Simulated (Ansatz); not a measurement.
# ClH6MgNO (built from SMILES N.O.[MgH][Cl]): a barrier at many levels of theory

How high is the barrier of this step (Mg1–O7 formed, H2–H6 formed, Mg1–H2 broken, H6–O7 broken), and how far do cheaper methods land from CCSD(T)?

Program: Ansatz 0.2.0, Gaussian basis. Level of theory: single points in def2-TZVPP on PBE0-D4/def2-TZVP structures. These are calculated values, not measurements.

Levels: SPW92, PBE-D4, BLYP-D4, r2SCAN-D4, B97M-V, PBE0-D4, B3LYP-D4, r2SCAN0-D4, BHLYP-D4, CAM-B3LYP-D4, wB97X-V, wB97M-V, B2PLYP, PBE-QIDH, RPA on PBE, Hartree-Fock, MP2, CCSD, CCSD(T). The reference is CCSD(T) at the basis limit, from triple and quadruple zeta. Zero-point energies come from PBE0-D4 vibrations.

Cores are frozen in the correlated methods. The outer core shell of Li, Na, Mg and K is correlated. B3LYP uses VWN-RPA correlation. B2PLYP carries no dispersion term here.

23 further runs of the same task are left out: 23 set aside as unsound or not needed.

**1. The three structures**

Charge 0, multiplicity 1. The folders r, ts and p hold the start, the saddle and the end; their coordinates stand in the first inputs.

```csv
pair,r (Å),ts (Å),p (Å)
Mg1–O7,3.347,3.033,1.820
H2–H6,1.688,0.904,0.753
Mg1–H2,1.736,1.892,2.392
H6–O7,0.980,1.398,2.746
```

**2. wB97M-V/def2-TZVPP**

Input file r/in.yaml:

```yaml
crystal:
  periodic: [false, false, false]
  atoms:
    - {symbol: Mg, position_ang: [-1.060872, -0.001661, -1.152713]}
    - {symbol: H, position_ang: [-0.232423, 1.517916, -1.281908]}
    - {symbol: Cl, position_ang: [-2.586556, -1.317020, -2.091022]}
    - {symbol: H, position_ang: [0.504789, -0.493829, 0.904680]}
    - {symbol: N, position_ang: [-0.294375, -1.034573, 0.560863]}
    - {symbol: H, position_ang: [0.926232, 1.519749, -0.054297]}
    - {symbol: O, position_ang: [1.437473, 1.204681, 0.719996]}
    - {symbol: H, position_ang: [-0.965280, -1.121972, 1.316904]}
    - {symbol: H, position_ang: [0.014672, -1.976324, 0.344364]}
    - {symbol: H, position_ang: [2.256438, 1.703033, 0.733135]}
basis:
  gaussian: {orbitals: def2-TZVPP}
hamiltonian: {xc: {name: wB97M-V}}
```

Input file ts/in.yaml:

```yaml
crystal:
  periodic: [false, false, false]
  atoms:
    - {symbol: Mg, position_ang: [-1.041056, -0.245479, -0.944123]}
    - {symbol: H, position_ang: [-0.020649, 1.314775, -1.263824]}
    - {symbol: Cl, position_ang: [-2.696644, -0.648693, -2.331672]}
    - {symbol: H, position_ang: [0.631777, 0.059945, 0.861580]}
    - {symbol: N, position_ang: [-0.122631, -1.031679, 0.654889]}
    - {symbol: H, position_ang: [0.454439, 1.304060, -0.494335]}
    - {symbol: O, position_ang: [1.040772, 1.148521, 0.765461]}
    - {symbol: H, position_ang: [-0.692575, -1.240979, 1.467172]}
    - {symbol: H, position_ang: [0.447049, -1.857551, 0.507122]}
    - {symbol: H, position_ang: [1.999615, 1.197081, 0.777731]}
basis:
  gaussian: {orbitals: def2-TZVPP}
hamiltonian: {xc: {name: wB97M-V}}
```

Input file p/in.yaml:

```yaml
crystal:
  periodic: [false, false, false]
  atoms:
    - {symbol: Mg, position_ang: [-0.722938, 0.561334, -0.005096]}
    - {symbol: H, position_ang: [0.363756, 0.529385, -2.135780]}
    - {symbol: Cl, position_ang: [-2.635338, 0.329823, -1.111308]}
    - {symbol: H, position_ang: [0.839996, -0.992640, 1.202215]}
    - {symbol: N, position_ang: [0.097016, -1.323087, 0.590592]}
    - {symbol: H, position_ang: [0.892745, 0.814376, -1.681425]}
    - {symbol: O, position_ang: [0.511932, 1.496048, 0.951462]}
    - {symbol: H, position_ang: [-0.522773, -1.916316, 1.130560]}
    - {symbol: H, position_ang: [0.511063, -1.904190, -0.129015]}
    - {symbol: H, position_ang: [0.664639, 2.405267, 1.187796]}
basis:
  gaussian: {orbitals: def2-TZVPP}
hamiltonian: {xc: {name: wB97M-V}}
```

The command line of these runs was not kept.

Further steps of the session: CCSD(T)/def2-TZVPP; MP2/def2-QZVPP; Vibrations of the start structure; Vibrations of the end structure.

What does the calculation give? Wanted: barrier, CCSD(T)/CBS; reverse barrier, CCSD(T)/CBS; step energy, CCSD(T)/CBS; barrier with zero-point energy; step energy with zero-point energy; imaginary mode at the saddle; largest T1 diagnostic.

The runs gave:

| quantity | value |
| --- | --- |
| barrier, CCSD(T)/CBS | 1.120 eV |
| reverse barrier, CCSD(T)/CBS | 1.956 eV |
| step energy, CCSD(T)/CBS | -0.836 eV |
| barrier with zero-point energy | 0.946 eV |
| step energy with zero-point energy | -0.937 eV |
| imaginary mode at the saddle | 1034i cm⁻¹ |
| largest T1 diagnostic | 0.009 |

In words: The functionals run from PBE-QIDH, off by -0.015 eV, to SPW92, off by -0.541 eV, against CCSD(T)/CBS. By rung, the mean size of the error is: LDA 0.541, GGA 0.279, meta-GGA 0.188, hybrid 0.108, range-separated hybrid 0.034, double hybrid 0.033 eV. PBE-D4 gives a barrier 0.315 eV too low, outside chemical accuracy (1 kcal/mol, 0.043 eV). The barrier rises with the share of exact exchange, from BLYP-D4 through B3LYP-D4 to BHLYP-D4 (-0.242, -0.085, +0.159 eV). Hartree-Fock, with no correlation, is off by +0.669 eV. Zero-point motion lowers the barrier by 0.174 eV.
